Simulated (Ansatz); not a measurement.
# ScPt: a relaxation

Wanted: a converged relaxation for ScPt, and a check of what comes out. The structure is shown as the input types it.

Program: Ansatz 0.2.0. Level of theory: Kohn-Sham DFT, with the functional, basis and potentials that each input names. These are calculated values, not measurements.

1 further run of the same task is left out (it didn't finish).

### Step 1. The starting structure

Symmetry: Pm-3m, No. 221, cubic system. The conventional cell has a = 3.270 Å, b = 3.270 Å, c = 3.270 Å, α = 90.00°, β = 90.00°, γ = 90.00°. Around Sc (site symmetry m-3m) lie 8 Pt at 2.83 Å. Pt (site symmetry m-3m) has 8 Sc at 2.83 Å as nearest neighbours.

Coordinates:

```xyz
2
Lattice="3.2700 0.0000 0.0000 0.0000 3.2700 0.0000 0.0000 0.0000 3.2700" Properties=species:S:1:pos:R:3 pbc="T T T"
Sc    1.6350    1.6350    1.6350
Pt    0.0000    0.0000    0.0000
```

### Step 2. Running it

input.yaml reads:

```yaml
crystal:
  lattice:
    - [3.27, 0.0, 0.0]
    - [0.0, 3.27, 0.0]
    - [0.0, 0.0, 3.27]
  atoms:
    - { symbol: Sc, position: [0.5, 0.5, 0.5] }
    - { symbol: Pt, position: [0.0, 0.0, 0.0] }
kpoints:
  mp_grid: { grid: [14, 14, 14] }
scf:
  occupations: { method: fermi_dirac, width: 0.08 }
  max_iter: 50
hamiltonian:
  xc: pbesol
  pseudopotentials: { kind: paw }
  hubbard: { sites: [{ species: Pt, l: d, u_eff: -5.0 }] }
relax:
  f_tol: 0.002
  max_steps: 80
  cell: {}
output:
  forces: true
  stress: true
```

Run with:

```bash
> ansatz run input.yaml --threads 1 --pin off --max-ram 2560MiB --backend cpu --events-out ev --progress --plain --runs-dir out
```

**Question.** How will this run end, and is anything wrong with its input?

This run ends as converged. Convergence says nothing about whether the input makes sense.

Look at the input: hamiltonian.hubbard.sites is [{species: Pt, l: d, u_eff: -5.0}]. The Hubbard parameter is far from any physical value.

The test: delete hamiltonian.hubbard.sites.
